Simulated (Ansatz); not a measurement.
Wanted: the native input for an Ansatz 0.2.0 run.

```
Task                : single point
Functional          : PBE
Potentials or basis : Ansatz PAW
Cutoff              : 420 eV (not typed: the program's choice for these potentials)
k mesh              : 10 × 10 × 10
Occupations         : fermi-dirac, width 0.05 eV
Spin                : collinear spin, ferromagnetic start
Starting moments    : [0.0, 4.5, 0.0, 0.0] μB
```

The system is TlCrO2.

```
Tl Cr O
1.0
     1.57515    0.90941    5.71839
    -1.57515    0.90941    5.71839
     0.00000   -1.81882    5.71839
Tl Cr O
1 1 2
Direct
  0.50000 0.50000 0.50000
  0.00000 0.00000 0.00000
  0.26670 0.26670 0.26670
  0.73330 0.73330 0.73330
```

The cell comes from a database or a generator and needn't be the stable form of this composition.

The input as run:

input.yaml

```yaml
crystal:
  lattice:
    - [1.57514781, 0.90941201, 5.71838763]
    - [-1.57514781, 0.90941201, 5.71838763]
    - [0.0, -1.81882403, 5.71838763]
  atoms:
    - { symbol: Tl, position: [0.5, 0.5, 0.5] }
    - { symbol: Cr, position: [0.0, 0.0, 0.0], spin: 4.5 }
    - { symbol: O, position: [0.2667, 0.2667, 0.2667] }
    - { symbol: O, position: [0.7333, 0.7333, 0.7333] }
hamiltonian:
  xc: pbe
  pseudopotentials: { kind: paw }
magnetization:
  spin_polarized: true
kpoints:
  mp_grid: { grid: [10, 10, 10] }
scf:
  occupations: { method: fermi_dirac, width: 0.05 }
output:
  forces: true
  stress: true
  eigenvalues: true
```

Potentials or basis: Ansatz PAW.

Launch:

```bash
$ ansatz run input.yaml --threads 2 --pin off --max-ram 5120MiB --backend cpu --events-out ev --progress --plain --runs-dir out
```

It gave:

- Pressure: 10.6 GPa
- Largest force: 3.556 eV/Å
- Band gap on the k mesh: 0.25 eV, direct
- Net moment: 3.00 μB per cell
- Absolute moment: 3.25 μB per cell
- Site moments: Tl -0.02; Cr +2.62; O -0.03 μB

Caveat: the pressure holds a Pulay correction of +0.5 GPa for the finite cutoff; spin-orbit coupling is left out, which as a rule narrows the gap of such compounds by several tenths of an eV; a cell with one magnetic atom can't hold antiferromagnetic order, which such compounds often take; forces of over 1 eV/Å show positions far from the minimum, so gaps and moduli don't describe the material at rest.

Run time: 12 s on 2 threads of Arm Neoverse V2, on a shared host, peak memory 0.52 GiB.
